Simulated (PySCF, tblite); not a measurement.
# C6H9NSi: a rotation path, then NMR shifts on frames, part 2 of 2

tblite 0.8.0 and PySCF 2.14.0. Atoms count from 0. The steps go on from the part before.

### Step 5. Shielding tensors: image 4, PBE0/pcSseg-1

What the job is given:

```
{"job": {"kind": "nmr", "xc": "PBE0", "basis": "pcSseg-1", "pop": false}, "charge": 0, "multiplicity": 1}
N     -0.536300    -3.050800     0.351600
C     -0.428600    -1.923300     0.179700
C     -0.234300    -0.520700    -0.014000
C      1.089100    -0.028100     0.558800
Si     2.163800     0.948400    -0.676800
C     -1.430300     0.396200     0.048500
C     -2.234300    -0.252900    -1.034700
C     -0.803200     0.116700    -1.261400
H      1.658600    -0.887000     0.920800
H      0.882300     0.588900     1.436700
H      1.467600     2.182100    -1.055600
H      2.386000     0.112900    -1.857200
H      3.425500     1.296700    -0.028900
H     -1.591500     1.268500     0.644900
H     -2.980500     0.358500    -1.526800
H     -2.511000    -1.296800    -0.948900
H     -0.330000     0.703000    -2.017700
```

Level: GIAO PBE0/pcSseg-1 NMR shielding, non-relativistic, gas phase.

The log of the run:

```text
coarse grid: 14784 points
cycle   1  E = -577.5770141526  dE =  1.273e+00  |g| = 4.590e-01  |ddm| = 3.918e+00
cycle   2  E = -577.4645374841  dE =  1.125e-01  |g| = 8.690e-01  |ddm| = 1.202e+00
cycle   3  E = -577.6255849597  dE = -1.610e-01  |g| = 1.505e-01  |ddm| = 8.379e-01
cycle   4  E = -577.6306441145  dE = -5.059e-03  |g| = 3.861e-02  |ddm| = 1.682e-01
cycle   5  E = -577.6309911799  dE = -3.471e-04  |g| = 8.518e-03  |ddm| = 4.830e-02
cycle   6  E = -577.6310090405  dE = -1.786e-05  |g| = 1.679e-03  |ddm| = 1.223e-02
cycle   7  E = -577.6310096173  dE = -5.767e-07  |g| = 6.021e-04  |ddm| = 2.356e-03
final grid: 138520 points
cycle   8  E = -577.6775997538  dE = -3.678e-05  |g| = 7.134e-03  |ddm| = 3.742e-02
cycle   9  E = -577.6775963240  dE =  3.430e-06  |g| = 8.101e-03  |ddm| = 1.642e-02
cycle  10  E = -577.6776128711  dE = -1.655e-05  |g| = 8.378e-04  |ddm| = 8.576e-03
cycle  11  E = -577.6776129793  dE = -1.082e-07  |g| = 4.942e-04  |ddm| = 1.181e-03
cycle  12  E = -577.6776130283  dE = -4.895e-08  |g| = 1.164e-04  |ddm| = 4.091e-04
cycle  13  E = -577.6776130312  dE = -2.914e-09  |g| = 3.049e-05  |ddm| = 1.303e-04
cycle  14  E = -577.6776130314  dE = -2.059e-10  |g| = 6.719e-06  |ddm| = 3.205e-05
converged SCF energy = -577.6776130314

GIAO shielding tensors (ppm)
atom      isotropic    diamagn.    paramagn.     s11        s22        s33       span
  0 N      -28.057     341.414    -369.470   -197.362   -188.541    301.733    499.094
  1 C       60.228     259.163    -198.935    -58.030    -56.306    295.021    353.051
  2 C      152.822     250.930     -98.108    133.567    139.558    185.340     51.773
  3 C      174.407     248.019     -73.612    152.906    165.705    204.609     51.703
  4 Si     425.297     879.343    -454.046    396.611    419.821    459.458     62.847
  5 C      174.343     247.960     -73.618    129.168    187.173    206.687     77.519
  6 C      161.210     258.257     -97.047    142.295    154.414    186.920     44.625
  7 C      173.796     250.508     -76.712    129.877    187.693    203.818     73.940
  8 H       30.231      30.201       0.030     24.571     29.314     36.809     12.238
  9 H       30.357      30.606      -0.249     24.594     29.547     36.930     12.336
 10 H       27.870      29.589      -1.719     23.952     27.394     32.264      8.312
 11 H       27.756      28.988      -1.232     24.191     26.400     32.677      8.486
 12 H       27.938      28.192      -0.254     24.302     25.221     34.291      9.989
 13 H       29.781      32.201      -2.420     23.498     27.562     38.282     14.784
 14 H       30.455      30.296       0.159     24.624     25.890     40.851     16.227
 15 H       30.585      31.910      -1.325     23.796     29.510     38.450     14.654
 16 H       29.433      32.816      -3.383     21.926     29.284     37.090     15.164
```

It took 18 s on 1 thread of Intel Xeon 6975P-C, shared host; peak memory 0.85 GiB.

This run: δ C1 126.7, C2 34.1, C6 25.7, C7 13.1, H11 3.96, H10 3.85 ppm.

### Step 6. NMR shieldings: image 6, PBE0/pcSseg-1

What the job is given:

```
{"job": {"kind": "nmr", "xc": "PBE0", "basis": "pcSseg-1", "pop": false}, "charge": 0, "multiplicity": 1}
N     -0.858600    -2.945300     0.819300
C     -0.601400    -1.894500     0.442300
C     -0.220100    -0.592500    -0.011600
C      1.168200    -0.199700     0.468100
Si     2.019400     1.154700    -0.569100
C     -1.277400     0.476400    -0.123700
C     -2.183700    -0.242900    -1.072900
C     -0.720200    -0.123700    -1.356600
H      1.802300    -1.089800     0.483100
H      1.090300     0.130400     1.508400
H      1.214000     2.377200    -0.521900
H      2.158600     0.702600    -1.955600
H      3.345800     1.403000    -0.011100
H     -1.308400     1.456100     0.301600
H     -2.847700     0.365500    -1.674500
H     -2.600000    -1.204900    -0.799200
H     -0.188200     0.239500    -2.207300
```

With the program's defaults for keys left out, this is: GIAO PBE0/pcSseg-1 NMR shielding, non-relativistic, gas phase.

The log of the run:

```text
coarse grid: 14784 points
cycle   1  E = -577.5802819012  dE =  1.275e+00  |g| = 4.567e-01  |ddm| = 3.913e+00
cycle   2  E = -577.4683584100  dE =  1.119e-01  |g| = 8.661e-01  |ddm| = 1.201e+00
cycle   3  E = -577.6284307310  dE = -1.601e-01  |g| = 1.488e-01  |ddm| = 8.375e-01
cycle   4  E = -577.6333788896  dE = -4.948e-03  |g| = 3.852e-02  |ddm| = 1.700e-01
cycle   5  E = -577.6337253962  dE = -3.465e-04  |g| = 8.391e-03  |ddm| = 4.873e-02
cycle   6  E = -577.6337426055  dE = -1.721e-05  |g| = 1.678e-03  |ddm| = 1.156e-02
cycle   7  E = -577.6337431886  dE = -5.831e-07  |g| = 5.985e-04  |ddm| = 2.437e-03
final grid: 138520 points
cycle   8  E = -577.6799390079  dE = -3.711e-05  |g| = 6.924e-03  |ddm| = 4.256e-02
cycle   9  E = -577.6799360791  dE =  2.929e-06  |g| = 7.809e-03  |ddm| = 1.642e-02
cycle  10  E = -577.6799514108  dE = -1.533e-05  |g| = 5.968e-04  |ddm| = 8.298e-03
cycle  11  E = -577.6799514657  dE = -5.487e-08  |g| = 3.728e-04  |ddm| = 9.909e-04
cycle  12  E = -577.6799514918  dE = -2.607e-08  |g| = 1.407e-04  |ddm| = 3.602e-04
cycle  13  E = -577.6799514959  dE = -4.134e-09  |g| = 3.246e-05  |ddm| = 1.471e-04
cycle  14  E = -577.6799514961  dE = -2.279e-10  |g| = 6.848e-06  |ddm| = 3.300e-05
converged SCF energy = -577.6799514961

GIAO shielding tensors (ppm)
atom      isotropic    diamagn.    paramagn.     s11        s22        s33       span
  0 N      -28.235     341.363    -369.598   -200.800   -187.070    303.165    503.965
  1 C       60.323     259.158    -198.835    -59.380    -54.453    294.802    354.182
  2 C      151.979     250.531     -98.552    132.410    140.352    183.175     50.765
  3 C      173.355     248.053     -74.698    154.915    166.277    198.873     43.958
  4 Si     426.594     879.475    -452.881    400.753    416.410    462.619     61.865
  5 C      174.231     247.004     -72.773    136.827    184.497    201.369     64.542
  6 C      159.805     258.431     -98.626    140.973    154.568    183.875     42.903
  7 C      174.339     251.097     -76.758    130.352    187.126    205.539     75.188
  8 H       30.202      29.803       0.399     24.726     29.035     36.845     12.120
  9 H       30.094      30.241      -0.147     25.076     28.467     36.739     11.663
 10 H       27.882      29.553      -1.671     23.680     27.456     32.509      8.829
 11 H       27.838      29.548      -1.710     23.645     27.223     32.645      9.000
 12 H       27.982      28.218      -0.236     24.408     25.257     34.281      9.873
 13 H       29.674      32.101      -2.428     23.135     27.887     37.999     14.864
 14 H       30.384      30.338       0.046     24.542     25.896     40.714     16.171
 15 H       30.438      31.860      -1.422     23.676     29.387     38.251     14.575
 16 H       29.188      33.029      -3.840     21.711     28.729     37.124     15.413
```

Run time: 19 s. Hardware: 1 thread of Intel Xeon 6975P-C, shared host; peak memory 0.85 GiB.

In short: δ C1 126.6, C2 34.9, C6 27.1, C3 13.6, H11 3.88, H10 3.84 ppm.

### Step 7. NMR shieldings: image 8, PBE0/pcSseg-1

What the job is given:

```
{"job": {"kind": "nmr", "xc": "PBE0", "basis": "pcSseg-1", "pop": false}, "charge": 0, "multiplicity": 1}
N     -1.045700    -2.655900     1.272600
C     -0.707500    -1.739300     0.674800
C     -0.221500    -0.597800    -0.040200
C      1.223800    -0.300100     0.316700
Si     1.960800     1.314200    -0.379000
C     -1.185200     0.519300    -0.354500
C     -2.175800    -0.302100    -1.119500
C     -0.716500    -0.364500    -1.445100
H      1.835600    -1.142700    -0.019100
H      1.311600    -0.282200     1.406900
H      1.274300     2.473800     0.193000
H      1.847700     1.350300    -1.837900
H      3.369900     1.336200     0.007300
H     -1.132500     1.564300    -0.141000
H     -2.816000     0.220500    -1.819200
H     -2.654000    -1.148500    -0.640200
H     -0.175900    -0.233300    -2.356700
```

Level: GIAO PBE0/pcSseg-1 NMR shielding, non-relativistic, gas phase.

The log of the run:

```text
coarse grid: 14784 points
cycle   1  E = -577.5814280358  dE =  1.271e+00  |g| = 4.559e-01  |ddm| = 3.906e+00
cycle   2  E = -577.4706256557  dE =  1.108e-01  |g| = 8.629e-01  |ddm| = 1.197e+00
cycle   3  E = -577.6294427220  dE = -1.588e-01  |g| = 1.488e-01  |ddm| = 8.315e-01
cycle   4  E = -577.6343931125  dE = -4.950e-03  |g| = 3.838e-02  |ddm| = 1.710e-01
cycle   5  E = -577.6347371029  dE = -3.440e-04  |g| = 8.274e-03  |ddm| = 4.854e-02
cycle   6  E = -577.6347537978  dE = -1.669e-05  |g| = 1.669e-03  |ddm| = 1.123e-02
cycle   7  E = -577.6347543775  dE = -5.797e-07  |g| = 5.874e-04  |ddm| = 2.441e-03
final grid: 138520 points
cycle   8  E = -577.6812017938  dE = -3.902e-05  |g| = 7.403e-03  |ddm| = 4.329e-02
cycle   9  E = -577.6811980268  dE =  3.767e-06  |g| = 8.425e-03  |ddm| = 1.759e-02
cycle  10  E = -577.6812158840  dE = -1.786e-05  |g| = 8.647e-04  |ddm| = 9.204e-03
cycle  11  E = -577.6812159978  dE = -1.139e-07  |g| = 5.159e-04  |ddm| = 1.244e-03
cycle  12  E = -577.6812160508  dE = -5.301e-08  |g| = 1.231e-04  |ddm| = 4.218e-04
cycle  13  E = -577.6812160542  dE = -3.330e-09  |g| = 3.205e-05  |ddm| = 1.522e-04
cycle  14  E = -577.6812160544  dE = -2.310e-10  |g| = 7.109e-06  |ddm| = 3.300e-05
converged SCF energy = -577.6812160544

GIAO shielding tensors (ppm)
atom      isotropic    diamagn.    paramagn.     s11        s22        s33       span
  0 N      -28.502     341.352    -369.853   -201.832   -186.887    303.214    505.045
  1 C       60.293     259.324    -199.031    -59.565    -54.351    294.794    354.358
  2 C      151.612     249.514     -97.901    131.334    140.026    183.477     52.143
  3 C      172.347     248.018     -75.672    154.450    165.937    196.654     42.203
  4 Si     428.077     879.421    -451.344    405.557    413.561    465.112     59.555
  5 C      175.088     246.005     -70.917    133.733    185.867    205.665     71.932
  6 C      160.143     258.397     -98.254    140.847    153.756    185.825     44.979
  7 C      174.312     251.301     -76.989    136.626    184.355    201.957     65.331
  8 H       30.074      29.629       0.445     25.020     28.537     36.665     11.645
  9 H       30.110      30.280      -0.170     24.931     28.786     36.612     11.682
 10 H       27.914      29.431      -1.517     23.765     27.039     32.939      9.174
 11 H       27.918      29.542      -1.624     23.599     27.639     32.516      8.917
 12 H       27.995      28.183      -0.188     24.409     25.336     34.240      9.831
 13 H       29.296      31.960      -2.664     22.226     28.242     37.421     15.195
 14 H       30.404      30.267       0.137     24.529     25.908     40.774     16.245
 15 H       30.433      31.864      -1.432     23.560     29.523     38.214     14.654
 16 H       29.459      33.022      -3.563     22.651     28.017     37.710     15.059
```

Run time: 19 s. Hardware: 1 thread of Intel Xeon 6975P-C, shared host; peak memory 0.85 GiB.

In short: δ C1 126.6, C2 35.3, C6 26.8, C3 14.6, H10 3.80, H11 3.80 ppm.

### Step 8. Side by side: NMR shifts

Shifts (ppm) of some atoms, chosen among heavy atoms and hydrogens apart, with basis size and wall time:

| frame | C2 | C3 | C5 | H11 | H9 | N0 | Si4 | functions | time |
| --- | --- | --- | --- | --- | --- | --- | --- | --- | --- |
| image 0 | 37.0 | 16.1 | 15.2 | 4.31 | 0.52 | 298.9 | -73.7 | 188 | 18 s |
| image 2 | 35.2 | 14.2 | 15.1 | 4.04 | 0.88 | 296.6 | -76.1 | 188 | 19 s |
| image 4 | 34.1 | 12.5 | 12.6 | 3.96 | 1.36 | 295.8 | -76.1 | 188 | 18 s |
| image 6 | 34.9 | 13.6 | 12.7 | 3.88 | 1.62 | 296.0 | -77.4 | 188 | 19 s |
| image 8 | 35.3 | 14.6 | 11.8 | 3.80 | 1.61 | 296.2 | -78.9 | 188 | 19 s |

### Step 9. Results

This closing draws on all 2 parts.

```
                                        quantity                                                     value
                                         barrier                        0.065 eV (1.5 kcal/mol) at image 4
                           end to end (GFN2-xTB)                                                  0.024 eV
 13C shifts against TMS (PBE0/pcSseg-1, image 0)                   125.5, 37.0, 26.0, 16.1, 15.2, 12.2 ppm
  1H shifts against TMS (PBE0/pcSseg-1, image 0)  4.31, 3.83, 3.82, 2.16, 2.12, 1.52, 1.30, 1.19, 0.52 ppm
 15N shifts against NH3 (PBE0/pcSseg-1, image 0)                                                 298.9 ppm
29Si shifts against TMS (PBE0/pcSseg-1, image 0)                                                 -73.7 ppm
                       range of the shift of Si4                                        -78.9 to -73.7 ppm
```

In words: Along the band the dihedral turns by 119°, and the top (dihedral 127°) lies 1.5 kcal/mol above the start (GFN2-xTB, rough), so at room temperature this motion is fast. Ends this close can change order at a higher level. The top was not checked by a frequency run. Shifts at one fixed geometry are not the observed spectrum, which averages over the motion. In the first frame run (image 0): Shielding is most anisotropic at N0 (span 523 ppm, paramagnetic term -373 ppm). In ppm, Si4 moves most: its shift spreads over 5.2 ppm, from -78.9 (image 8) to -73.7 (image 0).
